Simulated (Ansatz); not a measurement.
This script makes an equation of state with a fit of W, space group Fm-3m with the Python package of Ansatz (0.2.0).

`run_eos.py`
```python
import warnings

import ansatz as az
import numpy as np

VECTORS = np.array([
    [0.0, 2.03, 2.03],
    [2.03, 0.0, 2.03],
    [2.03, 2.03, 0.0],
])
SITES = [
    ('W', [0.0, 0.0, 0.0]),
]


def build(cell):
    crystal = az.Crystal(lattice=az.Lattice.of(cell))
    for symbol, position in SITES:
        crystal = crystal.atom(symbol, position)
    return crystal


def main() -> None:
    warnings.simplefilter('ignore', az.DeckWarning)

    volumes, energies, pressures = [], [], []
    for scale in np.linspace(0.94, 1.06, 7):
        cell = VECTORS * scale ** (1 / 3)
        setup = (
            build(cell).calculation()
            .functional('r2scan')
            .occupations(az.OccupationsMethod.FERMI_DIRAC, width=0.1)
            .basis(600)
            .kpoints(12, 12, 12)
            .stress()
        )
        report = setup.run().report
        volumes.append(abs(np.linalg.det(cell)) / len(SITES))
        energies.append(report['free_energy_ev'] / len(SITES))
        pressures.append(np.trace(report['stress_gpa']) / 3)
        print(f'V = {volumes[-1]:8.4f} A^3/atom  F = {energies[-1]:.5f} eV/atom  P = {pressures[-1]:8.3f} GPa')

    x = np.array(volumes) ** (-2 / 3)
    poly = np.polynomial.Polynomial.fit(x, energies, 3).convert()
    roots = poly.deriv().roots()
    x0 = min((r.real for r in roots if abs(r.imag) < 1e-9 and poly.deriv(2)(r.real) > 0), key=lambda r: abs(r - x.mean()))
    v0 = x0 ** -1.5
    b0 = 4 / 9 * poly.deriv(2)(x0) * v0 ** (-7 / 3) * 160.21766
    b1 = 4 + 2 / 3 * x0 * poly.deriv(3)(x0) / poly.deriv(2)(x0)
    print(f'V0 = {v0:.4f} A^3/atom, B0 = {b0:.1f} GPa, dB/dP = {b1:.2f}')


if __name__ == '__main__':
    main()
```

Its results, one of them left out:

| V (Å³/atom) | F less the lowest row shown (meV/atom) |
| --- | --- |
| 15.727 | 12.06 |
| 16.062 | 0.00 |
| 16.396 | 1.29 |
| 16.731 | 14.62 |
| 17.065 | 38.83 |
| 17.400 | 72.84 |
| 17.735 | ? |

What is the missing energy at 17.735 Å³ an atom?

A third-order Birch-Murnaghan fit, E = E0 + (9 V0 B0 / 16) [(t - 1)³ B' + (t - 1)² (6 - 4t)] with t = (V0/V)^(2/3), through the 6 rows shown gives V0 = 16.194 Å³, B0 = 296.8 GPa, B' = 3.99 and E0 = -1.01 meV. At V = 17.735 Å³, t = 0.94119, and the fit extrapolates to 115.70 meV. The run gave 115.68 meV, a miss of 0.02 meV.

What to keep in mind:
- Spin is left out of this run.
- The mesh is modest for a metal, so energies can be off by several to tens of meV an atom and pressures by half a GPa or more; differences at equal mesh fare better.
- Pressure is positive in compression.
- Spin-orbit coupling, which matters for elements this heavy, is left out.
- At these settings the cell as given stands under about -9 GPa, so it isn't at this functional's equilibrium volume.
- This isn't the structure that W takes at ambient conditions.
- It ran for 14 s on 1 thread of Arm Neoverse V2, on a shared host, peak memory 0.41 GiB.
